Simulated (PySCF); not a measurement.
# [Lu(H2O)5]3+: other functionals and bases at one geometry

One table from this session's results is given with a row withheld; the runs are named, their logs left out.

Program: PySCF 2.14.0. Level of theory: several levels, as the steps say, no spin–orbit coupling. These are calculated values, not measurements.

3 further runs of the same task are left out: 2 for a known fault of the program, 1 that didn't finish. Runs told in other sessions of the task aren't counted.

## The starting structure

16 atoms, charge 3, spin multiplicity 1.

Bond lengths: Lu1–O2 2.216 Å, Lu1–O5 2.216 Å, Lu1–O8 2.195 Å, Lu1–O11 2.237 Å, Lu1–O14 2.237 Å, O2–H3 0.979 Å, O2–H4 0.980 Å, O5–H6 0.979 Å, O5–H7 0.980 Å, O8–H9 0.983 Å, O8–H10 0.983 Å, O11–H12 0.981 Å, O11–H13 0.980 Å, O14–H15 0.980 Å, O14–H16 0.981 Å. Angles: O2–Lu1–O5 142.7°, O2–Lu1–O8 108.7°, O2–Lu1–O11 85.9°, O2–Lu1–O14 86.3°, O5–Lu1–O8 108.7°, O5–Lu1–O11 86.3°, O5–Lu1–O14 85.9°, O8–Lu1–O11 102.2°, O8–Lu1–O14 102.2°, O11–Lu1–O14 155.6°, Lu1–O2–H3 127.5°, Lu1–O2–H4 128.1°, H3–O2–H4 104.3°, Lu1–O5–H6 127.5°, Lu1–O5–H7 128.1°, H6–O5–H7 104.3°, Lu1–O8–H9 127.9°, Lu1–O8–H10 127.9° and more.

As a file:

```csv
atom,x (Å),y (Å),z (Å)
Lu1,-0.02482,0.00000,0.00000
O2,-0.73431,-0.03679,2.09924
H3,-0.94810,0.72982,2.67018
H4,-0.90216,-0.81685,2.66755
O5,-0.73431,0.03679,-2.09924
H6,-0.94810,-0.72982,-2.67018
H7,-0.90216,0.81685,-2.66755
O8,2.17016,0.00000,0.00000
H9,2.77406,-0.03283,0.77434
H10,2.77406,0.03283,-0.77434
O11,-0.49839,2.18623,0.04672
H12,0.13848,2.93017,0.09670
H13,-1.37429,2.62514,0.02360
O14,-0.49839,-2.18623,-0.04672
H15,-1.37429,-2.62514,-0.02360
H16,0.13848,-2.93017,-0.09670
```

Formal oxidation states: Lu +3. An earlier session relaxed this geometry at PBE0, Lu def2-SVP with ECP28, O def2-SVP, H def2-SVP (singlet, point group C2).

At PBE0 on the finer grid: E = -1616.680152 Eh, HOMO -23.78 eV, LUMO -13.46 eV, Mulliken charge on Lu1 +1.61 e, largest force component 0.011 eV/Å. 

Levels to run: B3LYP; M06-L; PBE; CAM-B3LYP. Hardware: 4 threads of AMD EPYC 9R45 (Zen 5), shared host.

Set-up of the first run:

File run.py (the lines that set the calculation):

```python
mol = gto.M(atom='''
Lu    -0.02482     0.00000     0.00000
O     -0.73431    -0.03679     2.09924
H     -0.94810     0.72982     2.67018
H     -0.90216    -0.81685     2.66755
O     -0.73431     0.03679    -2.09924
H     -0.94810    -0.72982    -2.67018
H     -0.90216     0.81685    -2.66755
O      2.17016     0.00000     0.00000
H      2.77406    -0.03283     0.77434
H      2.77406     0.03283    -0.77434
O     -0.49839     2.18623     0.04672
H      0.13848     2.93017     0.09670
H     -1.37429     2.62514     0.02360
O     -0.49839    -2.18623    -0.04672
H     -1.37429    -2.62514    -0.02360
H      0.13848    -2.93017    -0.09670''',
    basis={'Lu': 'def2-SVP', 'O': 'def2-SVP', 'H': 'def2-SVP'},
    ecp={'Lu': 'def2-SVP'},
    charge=3, spin=0)
mf = dft.RKS(mol, xc='B3LYP')
mf.grids.atom_grid = (75, 302)  # f atoms: unpruned, at least (60, 302)
mf = mf.density_fit()  # fitting sets: Lu def2-universal-JKFIT, O def2-universal-JKFIT, H def2-universal-JKFIT
mf.conv_tol = 1e-08; mf.max_cycle = 55
mf.kernel(dm0)  # dm0: the density of the relaxed state
```

Launch:

```console
$ OMP_NUM_THREADS=4 python run.py
```

Among the steps run: B3LYP; M06-L; PBE; CAM-B3LYP.

One of the session's tables, all rows but one given; the rest of the session is left out.

```
              level  HOMO (eV)  gap (eV)  charge on Lu1 (e)  largest force component (eV/Å)
PBE0 (relaxed here)     -23.78     10.32               1.61                            0.01
              B3LYP     -23.44      9.66               1.52                            0.16
              M06-L     -22.34      8.17               1.75                            0.06
                PBE     -21.84      7.31               1.40                            0.50
          CAM-B3LYP          ?         ?                  ?                               ?
```

Q: Estimate the row for CAM-B3LYP from the others.

As computed: HOMO (eV): -25.29; gap (eV): 12.82; charge on Lu1 (e): 1.50; largest force component (eV/Å): 0.15. In the column «HOMO (eV)» it is the lowest.

In one basis the HOMO–LUMO gap runs from 7.31 eV (PBE) to 12.82 eV (CAM-B3LYP). The largest leftover force, 0.50 eV/Å with PBE, stands at a geometry relaxed at another level. Total energies of different levels can't be compared.
